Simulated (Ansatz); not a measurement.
# C2H7Si2 radical: a ladder of functionals and wavefunction methods

An exercise on one series of results from a longer session: the logs are not shown, and one member is left open.

Program: Ansatz 0.2.0, Gaussian basis. Level of theory: functionals in def2-TZVPP, the program's frozen cores in correlated methods. These are calculated values, not measurements.

The runs, in order: LDA (SPW92), PBE-D4, revPBE-D4, BLYP-D4, r2SCAN-D4, B97M-V, PBE0-D4, B3LYP-D4, r2SCANh-D4, r2SCAN0-D4, HSE06-D4, BHLYP-D4, CAM-B3LYP-D4, LC-ωPBE, ωB97X-V, ωB97M-V, B2PLYP, PBE-QIDH; CCSD(T)/def2-SVP; CCSD(T)/def2-TZVPP; MP2/def2-QZVPP; extrapolation to the limit; RPA on PBE.

### Structure used throughout

An earlier PBE0-D4 in a triple-zeta def2 set relaxation fixed the geometry.

SMILES `C=C[SiH2][SiH2]`, 11 atoms, charge 0, spin multiplicity 2.

Atoms are counted from 1 here; the program's logs count them from 0.

Bond lengths: C1–C2 1.330 Å, C1–H5 1.087 Å, C1–H6 1.086 Å, C2–Si3 1.861 Å, C2–H7 1.089 Å, Si3–Si4 2.332 Å, Si3–H8 1.493 Å, Si3–H9 1.489 Å, Si4–H10 1.490 Å, Si4–H11 1.490 Å. Angles: C2–C1–H5 122.1°, C2–C1–H6 121.8°, H5–C1–H6 116.1°, C1–C2–Si3 123.3°, C1–C2–H7 118.2°, Si3–C2–H7 118.4°, C2–Si3–Si4 109.8°, C2–Si3–H8 110.3°, C2–Si3–H9 109.2°, Si4–Si3–H8 110.2°, Si4–Si3–H9 109.0°, H8–Si3–H9 108.4°, Si3–Si4–H10 113.9°, Si3–Si4–H11 115.1°, H10–Si4–H11 109.4°.

The first run:

File in.yaml:

```yaml
crystal:
  periodic: [false, false, false]
  atoms:
    - {symbol: C, position_ang: [-1.036246, 1.907031, 0.261935]}
    - {symbol: C, position_ang: [-0.098458, 1.146265, -0.295849]}
    - {symbol: Si, position_ang: [0.649411, -0.335967, 0.544434]}
    - {symbol: Si, position_ang: [0.034954, -2.278886, -0.589121]}
    - {symbol: H, position_ang: [-1.468380, 2.760623, -0.253008]}
    - {symbol: H, position_ang: [-1.412987, 1.710298, 1.261701]}
    - {symbol: H, position_ang: [0.236317, 1.395642, -1.301775]}
    - {symbol: H, position_ang: [2.136257, -0.211652, 0.584488]}
    - {symbol: H, position_ang: [0.145407, -0.411455, 1.942994]}
    - {symbol: H, position_ang: [0.229641, -2.205210, -2.064714]}
    - {symbol: H, position_ang: [0.649582, -3.533388, -0.070486]}
basis:
  gaussian: {orbitals: def2-TZVPP}
magnetization: {spin_polarized: true, initial_magnetization: 1}
hamiltonian: {xc: lda}
output: {orbitals: {seedname: orbitals}}
```

The run is started by

```sh
> ansatz run in.yaml --threads 4 --pin off --events-out ev --progress --plain --max-ram 10444MiB
```

Steps of the session up to this table: LDA; PBE-D4 (GGA); revPBE-D4 (GGA); BLYP-D4 (GGA); r2SCAN-D4 (meta-GGA); B97M-V (meta-GGA); B3LYP-D4 (hybrid); r2SCANh-D4 (hybrid); r2SCAN0-D4 (hybrid); HSE06-D4 (hybrid); BHLYP-D4 (hybrid); CAM-B3LYP-D4 (range-separated); LC-ωPBE (range-separated); ωB97X-V (range-separated); ωB97M-V (range-separated); B2PLYP (double hybrid); PBE-QIDH (double hybrid).

One table of the session follows, with a row left open; its other results are not shown here.

It belongs to the step «Frontier levels by functional». 

```
  functional  HOMO (eV)  LUMO (eV)  gap (eV)
 LDA (SPW92)      -5.02      -3.89      1.13
      PBE-D4      -5.06      -3.45      1.60
   revPBE-D4      -5.04      -3.31      1.73
     BLYP-D4      -4.80      -3.46      1.35
   r2SCAN-D4      -5.41      -3.01      2.40
      B97M-V      -5.17      -3.66      1.51
     PBE0-D4      -6.09      -2.54      3.55
    B3LYP-D4      -5.78      -2.91      2.87
  r2SCANh-D4      -5.78      -2.71      3.07
  r2SCAN0-D4      -6.34      -2.27      4.07
    HSE06-D4      -5.69      -2.92      2.77
    BHLYP-D4      -6.88      -1.73      5.15
CAM-B3LYP-D4          ?          ?         ?
     LC-ωPBE      -8.66      -0.24      8.42
     ωB97X-V      -8.13      -0.78      7.35
     ωB97M-V      -7.79      -0.93      6.86
```

Estimate the missing values for CAM-B3LYP-D4.

**Answer.** HOMO (eV): -7.21; LUMO (eV): -1.63; gap (eV): 5.58. In the column «HOMO (eV)» it lies between ωB97M-V (-7.79) and BHLYP-D4 (-6.88).
